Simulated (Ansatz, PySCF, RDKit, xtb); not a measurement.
# Which structure has the formula AlSiNH4F?

Task: start from the formula AlSiNH4F (odd number of electrons), draw up candidate structures, narrow them down in stages, and characterise the one that lies lowest at 298.15 K.

Plan: many cheap relaxations first (GFN2-xTB), then density-functional screening, relaxation at PBE0-D3(BJ)/def2-SVP, vibrations and a final energy. The numbers are computed, not measured.

6 further runs of the same task are left out: 6 set aside as unsound or not needed.

**1. Drawing up candidates**

A program enumerates the bonding patterns with one Lewis structure each (two rings at most, one unusual centre or charged pair), with their diastereomers. O–O, O–halogen and N–halogen bonds and N–N–N chains are not drawn. That gives 30 candidates.

c011 [NH][SiH+][AlH2-][F]; c020 [NH3+][SiH-][Al][F]; c103 F[Si]1[NH2+][AlH2-]1; c121 [NH][Al@H-]([F])[SiH2+]; c164 [NH2][Al][SiH2]F; c172 [F][AlH2-][NH+]=[SiH]; c179 F[SiH2][NH][AlH]; c219 [NH][AlH2-][SiH+]F; c228 N[Si@H](F)[AlH]; c252 [F][Al@@H-]1[NH2+][SiH]1; c269 F/[Si]=[NH+]\[AlH3-]; c273 N[SiH2][Al][F]; c274 F[SiH2][N][AlH2]; c327 F[SiH][NH][AlH2]; c383 [NH3+][Si-](F)[AlH]; c391 [NH][Al]([F])[SiH3]; c416 N[Si](F)[AlH2]; c572 [NH][SiH2][AlH][F]; c609 [F][Al][NH2+][SiH2-]; c620 [NH][Si+](F)[AlH3-]; c720 F/[Si]=[NH+]/[AlH3-]; c736 F[SiH-][NH2+][AlH]; c775 [F][AlH][NH][SiH2]; c792 [NH2][AlH][SiH]F; c822 N[SiH][AlH][F]; c835 [NH][AlH][SiH2]F; c858 [F][AlH][N][SiH3]; c881 [NH2][Al]([F])[SiH2]; c935 [F][Al][NH][SiH3]; c962 [NH][Si@H](F)[AlH2].

Candidates are built by distance geometry, with a force field where one applies, in up to four conformers (letters a to d). 11 starts with atoms placed at random are added, to find patterns that the rules miss.

**Question.** With final energies at CCSD(T)/def2-SVP + MP2/def2-TZVPP - MP2/def2-SVP, which structure will this search put lowest in free energy, and by what margin?

| quantity | value |
| --- | --- |
| lowest structure found | [F][Al][NH][SiH3], doublet, Cs |
| next finalist | [F][AlH][NH][SiH2], doublet, 4.7 kcal/mol higher in G |
| share at equilibrium, among the finalists | 99.9 % |
| harmonic wavenumbers, lowest and highest (PBE0-D3(BJ)/def2-SVP) | 81 and 3602 cm⁻¹ |
| rotational constants, same geometry | 0.3361, 0.07675, 0.06387 cm⁻¹ |
| dipole moment (PBE0/def2-TZVPD) | 2.44 D |
| HOMO energy (highest over α and β) (PBE0/def2-TZVPD) | -6.40 eV |
| LUMO energy (lowest over α and β) (PBE0/def2-TZVPD) | -2.85 eV |
| lowest excitation (TD-B3LYP/def2-SVPD) | 3.19 eV (f = 0.000) |
| strongest of the states computed, same level | 3.96 eV (f = 0.126) |
| vertical ionisation energy (to the singlet cation) | 8.60 eV |
| vertical electron affinity | 1.31 eV |
| vertical quartet less doublet | +5.31 eV |

`[F][Al][NH][SiH3]` comes out lowest. Among the finalists first place is clear (4.7 kcal/mol); structures outside the list aren't covered. r2SCAN-D4/def2-SVP, PBE0-D3(BJ)/def2-SVP, HF/def2-SVP and MP2/def2-SVP already put its bonding pattern lowest among the structures in one piece; GFN2-xTB favours the doublet [F][AlH]1[NH][SiH2]1 ‡ (c775b, not a finalist); HF/STO-3G favours the doublet [F][AlH][N][SiH3] (c858a, not a finalist). 22 minima inside the window were never screened. The stability test raises a flag; for an open shell a flag towards a general spinor solution can be the free rotation of the spin. Lowest found is not proven lowest: the search is finite, and each finalist counts with one conformer. Patterns outside the rules of the enumeration were met only by chance.

‡ marks the bonded skeleton alone, with all bonds drawn single: no Lewis structure was assigned that passes a check against the bond lengths.
